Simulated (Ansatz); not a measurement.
**CH₄B₂O: ionisation energy by level of theory**

One table from this session's results is given with a row withheld; the runs are named, their logs left out.

The runs use Ansatz 0.2.0, Gaussian basis; unrestricted cation, the program's frozen cores in correlated methods.

The runs, in order: UKS PBE-D4/def2-TZVPP; UKS r2SCAN-D4/def2-TZVPP; UKS PBE0-D4/def2-TZVPP; UKS B3LYP-D4/def2-TZVPP; UKS wB97X-V/def2-TZVPP; UKS wB97M-V/def2-TZVPP; UKS B2PLYP/def2-TZVPP; UHF-MP2/def2-TZVPP; UHF-MP2/def2-QZVPP; then −ε(HOMO) from the neutral's earlier runs with LDA (SPW92), PBE-D4, revPBE-D4, BLYP-D4, r2SCAN-D4, B97M-V, PBE0-D4, B3LYP-D4, r2SCANh-D4, r2SCAN0-D4, HSE06-D4, BHLYP-D4, CAM-B3LYP-D4, LC-ωPBE, ωB97X-V, ωB97M-V.

1 further run of the same task is left out (it didn't finish).

## Structure used throughout

The geometry comes from an earlier relaxation with PBE0-D4 in a triple-zeta def2 set; it is a stationary point, not always the lowest conformer.

SMILES `BB1CO1`, 8 atoms, charge 0, spin multiplicity 1.

Atoms are counted from 1 here; the program's logs count them from 0.

Bond lengths: B1–B2 1.641 Å, B1–H5 1.196 Å, B1–H6 1.196 Å, B2–C3 1.530 Å, B2–O4 1.342 Å, C3–O4 1.467 Å, C3–H7 1.086 Å, C3–H8 1.086 Å. Angles: B2–B1–H5 121.2°, B2–B1–H6 121.3°, H5–B1–H6 117.4°, B1–B2–C3 153.3°, B1–B2–O4 145.6°, C3–B2–O4 61.0°, B2–C3–O4 53.2°, B2–C3–H7 121.5°, B2–C3–H8 121.5°, O4–C3–H7 113.5°, O4–C3–H8 113.5°, H7–C3–H8 115.5°, B2–O4–C3 65.8°.

Geometry (Å):

```mol
CH4B2O
  3D, bonds by distance, orders not assigned

  8  8  0  0  0  0  0  0  0  0999 V2000
   -0.9540    1.2863   -0.3791 B   0  0
   -0.1181   -0.1157   -0.2077 B   0  0
    0.9247   -1.0123    0.4616 C   0  0
    0.0633   -1.3610   -0.6735 O   0  0
   -0.5380    2.1775   -1.0598 H   0  0
   -1.9616    1.4867    0.2333 H   0  0
    0.6977   -1.5699    1.3659 H   0  0
    1.9780   -0.9486    0.2034 H   0  0
  1  2  8  0
  2  3  8  0
  3  4  8  0
  1  5  8  0
  1  6  8  0
  3  7  8  0
  3  8  8  0
  2  4  8  0
M  END
```

Set-up of the first run:

Input file in.yaml:

```yaml
crystal:
  periodic: [false, false, false]
  atoms:
    - {symbol: B, position_ang: [-0.953969, 1.286278, -0.379095]}
    - {symbol: B, position_ang: [-0.118089, -0.115706, -0.207733]}
    - {symbol: C, position_ang: [0.924740, -1.012299, 0.461620]}
    - {symbol: O, position_ang: [0.063298, -1.361033, -0.673496]}
    - {symbol: H, position_ang: [-0.537988, 2.177455, -1.059764]}
    - {symbol: H, position_ang: [-1.961615, 1.486722, 0.233292]}
    - {symbol: H, position_ang: [0.697706, -1.569889, 1.365875]}
    - {symbol: H, position_ang: [1.978018, -0.948628, 0.203400]}
basis:
  gaussian: {orbitals: def2-TZVPP}
total_charge: 1
magnetization: {spin_polarized: true, initial_magnetization: 1}
hamiltonian: {xc: pbe, dispersion: d4}
```

Started as:

```bash
> ansatz run in.yaml --threads 2 --pin off --events-out ev --progress --plain --max-ram 4352MiB
```

Among the steps run: Cation, UKS PBE-D4/def2-TZVPP; Cation, UKS r2SCAN-D4/def2-TZVPP; Cation, UKS PBE0-D4/def2-TZVPP; Cation, UKS B3LYP-D4/def2-TZVPP; Cation, UKS wB97X-V/def2-TZVPP; Cation, UKS wB97M-V/def2-TZVPP; Cation, UKS B2PLYP (frozen core)/def2-TZVPP; Cation, UHF-MP2/def2-TZVPP; Cation, UHF-MP2/def2-QZVPP.

One of the session's tables, all rows but one given; the rest of the session is left out.

It belongs to the step «Ionisation energies side by side». Orbital estimates, from the neutral's runs:

| functional | −ε(HOMO) (eV) |
| --- | --- |
| LDA (SPW92) | 6.91 |
| PBE-D4 | 6.74 |
| revPBE-D4 | 6.67 |
| BLYP-D4 | 6.61 |
| r2SCAN-D4 | ? |
| B97M-V | 6.98 |
| PBE0-D4 | 7.95 |
| B3LYP-D4 | 7.75 |
| r2SCANh-D4 | 7.38 |
| r2SCAN0-D4 | 8.08 |
| HSE06-D4 | 7.55 |
| BHLYP-D4 | 9.11 |
| CAM-B3LYP-D4 | 9.34 |
| LC-ωPBE | 10.70 |
| ωB97X-V | 10.31 |
| ωB97M-V | 10.20 |

**Question.** Estimate the row for r2SCAN-D4.

Worked estimate for «−ε(HOMO) (eV)». Against the share of exact exchange, r2SCANh-D4 (0.1, 7.38), r2SCAN0-D4 (0.25, 8.08) give a slope of 4.67 per unit share; at 0 the line stands at 6.91.

The run gave: −ε(HOMO) (eV): 6.92. In «−ε(HOMO) (eV)» the line misses by -0.01.
